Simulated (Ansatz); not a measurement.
# CH2FGaO: single points off equilibrium

An exercise on one series of results from a longer session: the logs are not shown, and one member is left open.

Computed with Ansatz 0.2.0, Gaussian basis. Level: single points in def2-TZVPP.

Correlated methods freeze the cores. Filled d shells of the heavier atoms are correlated.

## The starting structure

SMILES `O=[CH][GaH][F]`, 6 atoms, charge 0, spin multiplicity 1.

Atoms are counted from 1 here; the program's logs count them from 0.

Bond lengths: O1–C2 1.170 Å, C2–Ga3 2.072 Å, C2–H5 1.137 Å, Ga3–F4 1.695 Å, Ga3–H6 1.640 Å. Angles: O1–C2–Ga3 130.6°, O1–C2–H5 119.3°, Ga3–C2–H5 110.1°, C2–Ga3–F4 109.9°, C2–Ga3–H6 134.0°, F4–Ga3–H6 116.1°.

Coordinates:

```
O     1.8403    0.4232   -1.0043
C     0.7766   -0.0304   -0.8290
Ga   -0.5044    0.1256    0.7927
F    -1.9209   -0.7567    0.4970
H     0.3108   -0.6853   -1.6330
H    -0.4127    0.8760    2.2478
```

Set-up of the first run:

run/in.yaml

```yaml
crystal:
  periodic: [false, false, false]
  atoms:
    - {symbol: O, position_ang: [1.840300, 0.423200, -1.004300]}
    - {symbol: C, position_ang: [0.776600, -0.030400, -0.829000]}
    - {symbol: Ga, position_ang: [-0.504400, 0.125600, 0.792700]}
    - {symbol: F, position_ang: [-1.920900, -0.756700, 0.497000]}
    - {symbol: H, position_ang: [0.310800, -0.685300, -1.633000]}
    - {symbol: H, position_ang: [-0.412700, 0.876000, 2.247800]}
basis:
  gaussian: {orbitals: def2-TZVPP}
correlation: {method: ccsd_t}
output: {forces: true}
```

No record of the launch command was kept for these runs.

Steps of the session up to this table: CCSD(T)/def2-TZVPP; PBE0-D4/def2-TZVPP; wB97M-V/def2-TZVPP; r2SCAN-D4/def2-TZVPP; PBE-D4/def2-TZVPP; LC-wPBE/def2-TZVPP; r2SCANh-D4/def2-TZVPP.

One table of the session follows, with a row left open; its other results are not shown here.

| method | RMS force component (eV/Å) | angle to CCSD(T) forces (°) | dipole (D) |
| --- | --- | --- | --- |
| CCSD(T) | 1.609 | reference | 0.51 |
| PBE0-D4 | ? | ? | ? |
| wB97M-V | 1.365 | 10.0 | 0.53 |
| r2SCAN-D4 | 1.306 | 9.0 | 0.28 |
| PBE-D4 | 1.532 | 10.3 | 0.21 |
| LC-wPBE | 1.328 | 10.0 | 0.60 |
| r2SCANh-D4 | 1.229 | 10.4 | 0.35 |

**Question.** Estimate the row for PBE0-D4.

**Answer.** RMS force component (eV/Å): 1.248; angle to CCSD(T) forces (°): 11.3; dipole (D): 0.41. In the column «RMS force component (eV/Å)» it lies between r2SCANh-D4 (1.229) and r2SCAN-D4 (1.306).
